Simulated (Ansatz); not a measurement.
Predict the output of the script below (the Ansatz DFT code, driven from Python).

The script reads `licd3_licd3.vasp`:
```text
LiCd3
1.0
   3.09553400    0.00000000    0.00000000
  -1.54776700    2.68081108    0.00000000
   0.00000000    0.00000000    9.70663393
Li Cd
1 3
Direct
   0.00000000    0.00000000    0.00000000
   0.00000000    0.00000000    0.50000000
   0.66666667    0.33333333    0.23451793
   0.66666667    0.33333333    0.76548207
```

Contents of `licd3_li.cif`:
```cif
data_Li
_cell_length_a 3.039143
_cell_length_b 3.039143
_cell_length_c 3.039143
_cell_angle_alpha 109.47122
_cell_angle_beta 109.47122
_cell_angle_gamma 109.47122
_symmetry_space_group_name_H-M 'P 1'
_symmetry_Int_Tables_number 1
loop_
_symmetry_equiv_pos_as_xyz
'x, y, z'
loop_
_atom_site_label
_atom_site_type_symbol
_atom_site_fract_x
_atom_site_fract_y
_atom_site_fract_z
Li1 Li    0.000000    0.000000    0.000000
```

Contents of `licd3_cd.cif`:
```cif
data_Cd
_cell_length_a 2.978870
_cell_length_b 2.978870
_cell_length_c 5.617650
_cell_angle_alpha 90.00000
_cell_angle_beta 90.00000
_cell_angle_gamma 120.00000
_symmetry_space_group_name_H-M 'P 1'
_symmetry_Int_Tables_number 1
loop_
_symmetry_equiv_pos_as_xyz
'x, y, z'
loop_
_atom_site_label
_atom_site_type_symbol
_atom_site_fract_x
_atom_site_fract_y
_atom_site_fract_z
Cd1 Cd    0.333333    0.666667    0.250000
Cd2 Cd    0.666667    0.333333    0.750000
```

The script, `licd3_formation.py`:
```python
# -*- coding: utf-8 -*-
from collections import Counter
import warnings

import ansatz as az
from ase.io import read
import numpy as np

FUNCTIONAL = "lda"
CUTOFF_EV = 320
MAX_SCF = 100
N_EMPTY = 6
KSPACING = 0.26
FILLING = "cold"
SIGMA = 0.05


def run_phase(name, crystal):
    calc = (
        crystal.calculation()
        .functional(FUNCTIONAL)
        .basis(CUTOFF_EV)
        .mixing("broyden", preconditioner="kerker")
        .scf(max_iterations=MAX_SCF, extra_bands=N_EMPTY)
        .kpoints(spacing=KSPACING)
        .occupations(FILLING, width=SIGMA)
        .stress()
    )
    calc = calc.relax(force_tolerance=0.03, max_steps=60, cell=True)
    return calc.run(threads=1)


def counts(outcome):
    return Counter(site.symbol for site in outcome.lattice.sites)

def formation_energy(outcome, mu):
    n = counts(outcome)
    return (outcome.report["energy_sigma0_ev"] - sum(k * mu[element] for element, k in n.items())) / sum(n.values())


def volume_per_atom(outcome):
    return abs(np.linalg.det(outcome.lattice.cell_ang)) / len(outcome.lattice.sites)

warnings.simplefilter("ignore", az.DeckWarning)

phases = {}
atoms = read("licd3_licd3.vasp", format="vasp")
licd3 = az.Crystal.from_ase(atoms)
phases["LiCd3"] = licd3
atoms = read("licd3_li.cif")
li = az.Crystal.from_ase(atoms)
phases["Li"] = li
atoms = read("licd3_cd.cif")
cd = az.Crystal.from_ase(atoms)
phases["Cd"] = cd

done = {name: run_phase(name, crystal) for name, crystal in phases.items()}

references = {"Li": "Li", "Cd": "Cd"}
mu = {element: done[name].report["energy_sigma0_ev"] / len(done[name].lattice.sites) for element, name in references.items()}

target = done["LiCd3"]
heat = formation_energy(target, mu)
for element, value in mu.items():
    print(f"mu({element}) = {value:.4f} eV from {references[element]}, {volume_per_atom(done[references[element]]):.2f} A^3/atom")
print(f"formation energy of LiCd3: {heat:.4f} eV/atom = {96.4853 * heat:.1f} kJ/mol of atoms")
```

Output of `python licd3_formation.py`:
```text
mu(Li) = -201.6308 eV from Li, 19.08 A^3/atom
mu(Cd) = -8117.8539 eV from Cd, 20.01 A^3/atom
formation energy of LiCd3: -0.1395 eV/atom = -13.5 kJ/mol of atoms
```

The formation energy is -0.140 eV an atom (-13.5 kJ per mole of atoms), so LiCd3 lies below the reference phases.

What to keep in mind:
- The settings weren't tested for convergence.
- The cutoff lies under the one recommended for these potentials.
- For the metals among these phases the mesh is modest: differences between phases can be off by up to 40 meV an atom.
- The cells come from databases of deposited and of computed structures, and not all need be stable phases.
- The compound is the structure given, not necessarily its lowest; energies are at zero temperature, with no correction for gases. A semilocal functional's error on such energies is often 0.05 to 0.1 eV an atom, and 0.1 to 0.3 eV against gases such as O2 or F2.
- The script silences the warnings on its input, which a real study should read.
- The whole script took 75 s on 1 thread of Arm Neoverse V1 (shared host), peak memory 0.43 GiB.

(A comment or docstring line of the script was reworded after the run, the code is as it ran; lines on the test bed's own set-up are left out of the output.)
